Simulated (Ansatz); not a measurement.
Crystal: GdO.

```xyz
2
Lattice="3.1133 0.0000 0.0000 -1.5566 2.6962 0.0000 0.0000 0.0000 3.0384" Properties=species:S:1:pos:R:3 pbc="T T T"
Gd    0.0000    0.0000    0.0000
O     1.5566    0.8987    1.5192
```

The cell comes from a database or a generator and needn't be the stable form of this composition.

Base run:

```yaml
Program: Ansatz 0.2.0
Functional: LDA
Potentials_or_basis: Ansatz PAW
Cutoff: 420 eV
Density_cutoff: 1680 eV
k_mesh: 10 × 10 × 9
Occupations: fermi-dirac, width 0.05 eV
Spin: collinear spin, ferromagnetic start
Starting_moments: "[7.0, 0.0] μB"
Hubbard_terms: Gd f U = 8 eV
```

Its results: band gap on the k mesh none (metal or under the smearing width); pressure 21.9 GPa; net moment 7.50 μB per cell; site moments Gd +7.02; O -0.01 μB.

Task: After a change of settings the same cell gave: band gap on the k mesh none (metal or under the smearing width); pressure 18.6 GPa; net moment 7.30 μB per cell; site moments Gd +6.91; O -0.00 μB. Which change was it?
A. functional from LDA to PBE; hubbard terms from Gd f U = 8 eV to none; hubbard projectors from ortho-atomic (the default) to none
B. hubbard terms from Gd f U = 8 eV to Gd f U = 6 eV
C. hubbard terms from Gd f U = 8 eV to Gd f U = 2 eV
D. hubbard terms from Gd f U = 8 eV to none; hubbard projectors from ortho-atomic (the default) to none

Result: C.

Caveats: the magnetic or orbital state may not be the lowest; spin-orbit coupling is left out, which moves the levels of the heavy elements; a cell with one magnetic atom can't hold antiferromagnetic order, which such compounds often take; the PAW data sets come from PBE, with cores solved anew for the run's functional, which leaves a small shift of forces and pressure.

Not every run made on this cell is shown here.
